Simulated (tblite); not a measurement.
# As9H12P9: the cost of one run

Computed with tblite 0.8.0 and PySCF 2.14.0 and routines of our own; the level stands in each step. Atoms count from 0.

### 1 The system as given

30 atoms, charge 0, multiplicity 1; geometry from: force field, distance geometry or constructed start.

### 2 Optimising the geometry with GFN2-xTB

What the job is given:

```
{"job": {"kind": "relax", "xc": "GFN2-xTB", "basis": "xTB"}, "charge": 0, "multiplicity": 1}
As     3.978800     0.102900    -0.664700
P      2.244200     1.104100     0.630000
As     0.526100     0.102400    -0.662100
P      0.520200    -1.884500     0.630700
As     2.246400    -2.886900    -0.659700
P      3.970600    -1.889400     0.634300
As     5.700400     3.096800    -0.666400
P      3.977300     4.094600     0.638400
As     2.250100     3.093000    -0.663500
P      5.697500     1.100700     0.638500
As    -2.934200     0.103500    -0.665200
P     -4.661100     1.099500     0.636900
As    -6.388500     0.105400    -0.658100
P     -6.382900    -1.889500     0.634200
As    -4.660800    -2.880600    -0.662900
P     -2.934000    -1.888300     0.643200
P     -1.205200     1.103400     0.637800
As    -1.206700    -2.889100    -0.664100
H      2.246800    -4.157100     0.169600
H      4.992200    -2.474300    -0.125100
H      6.800700     3.735500     0.168600
H      3.973000     5.266100    -0.128000
H      1.148100     3.736300     0.173700
H      6.711700     0.510900    -0.129300
H     -4.658100     2.276800    -0.126900
H     -7.493900     0.740400     0.169600
H     -7.400000    -2.472900    -0.128500
H     -4.659200    -4.158300     0.168300
H     -1.205000     2.274600    -0.129800
H     -1.204500    -4.158500     0.170500
```

Started as:

```sh
$ OMP_NUM_THREADS=2 python large_run.py task.json out
```

One launch serves the whole session: the jobs run in the order shown.

**Question.** How long does this first job take on 2 threads of Arm Neoverse V1, shared host, and how much memory does it need?

About 4.1 s, with a peak of 0.16 GiB.
